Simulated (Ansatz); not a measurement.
# Rb3NaO2: the cost of one run

Program: Ansatz 0.2.0. Level of theory: DFT PBE, scalar-relativistic, plane waves, PAW, unless a step names another level. These are calculated values, not measurements.

2 further runs of the same task are left out: 2 that didn't finish.

### 1 The starting structure

Symmetry: Pm, No. 6, monoclinic system. The conventional cell has a = 6.216 Å, b = 4.171 Å, c = 6.282 Å, α = 90.00°, β = 98.44°, γ = 90.00°. Around Rb (site symmetry m) lie 3 O at 2.74 to 2.84 Å and 1 Na at 3.07 Å. Around Rb (site symmetry m) lie 3 O at 2.74 to 3.11 Å. Rb (site symmetry m) has 3 O at 2.74 to 3.08 Å as nearest neighbours. Na (site symmetry m) has 3 O at 2.35 to 2.38 Å as nearest neighbours. O (site symmetry m) has 2 Na at 2.38 Å and 4 Rb at 2.84 to 3.11 Å as nearest neighbours. O (site symmetry m) has 1 Na at 2.35 Å and 5 Rb at 2.74 Å as nearest neighbours.

As a file:

```xyz
6
Lattice="6.2158 0.0000 0.0124 0.0000 4.1709 0.0000 -0.9340 0.0000 6.2119" Properties=species:S:1:pos:R:3 pbc="T T T"
Rb    2.1307    2.0854    3.1452
Rb    3.6988    0.0000    0.4007
Rb    5.4180    0.0000    4.3011
Na    0.1384    2.0854    0.8043
O     0.8664    0.0000    1.6914
O     3.8992    2.0854    5.2381
```

It came out lowest among 32 distinct ends of the trial cells. At a tolerance of 0.02 Å it has space group Pm (No. 6).

### 2 Tight relaxation for the response runs, on the response runs' mesh and smearing

File input.yaml:

```yaml
crystal:
  lattice:
    - [6.2157607843, 0.0, 0.0123797716]
    - [0.0, 4.1708883838, 0.0]
    - [-0.9340374589, 0.0, 6.2118962236]
  atoms:
    - { symbol: Rb, position: [0.4187566261, 0.5, 0.5054921666] }
    - { symbol: Rb, position: [0.6045818751, 0.0, 0.0632953855] }
    - { symbol: Rb, position: [0.9754063145, 0.0, 0.6904527737] }
    - { symbol: Na, position: [0.0417173198, 0.5, 0.1294020921] }
    - { symbol: O, position: [0.1802497881, 0.0, 0.271920098] }
    - { symbol: O, position: [0.7537898762, 0.5, 0.8417340341] }
basis:
  ecutwfc: 420
kpoints:
  mp_grid: { grid: [6, 8, 6] }
hamiltonian:
  xc: pbe
scf:
  occupations: { method: fixed }
output:
  forces: true
  stress: true
  eigenvalues: true
  write_density: true
  write_potential: true
  elf: true
  volumetric_format: npy
relax:
  adjacent_minimum: "off"
  f_tol: 0.001
  max_steps: 60
  cell: { stress_tol: 0.01 }
```

Run with:

```
$ ansatz run input.yaml --threads 3 --pin off --max-ram 7680MiB --backend cpu --events-out ev --progress --plain --runs-dir out
```

What time and memory should one allow on 3 threads of Intel Xeon at 2.50GHz (Skylake/Cascade Lake), shared host?

About 4.9 min, with a peak of 0.7 GiB.
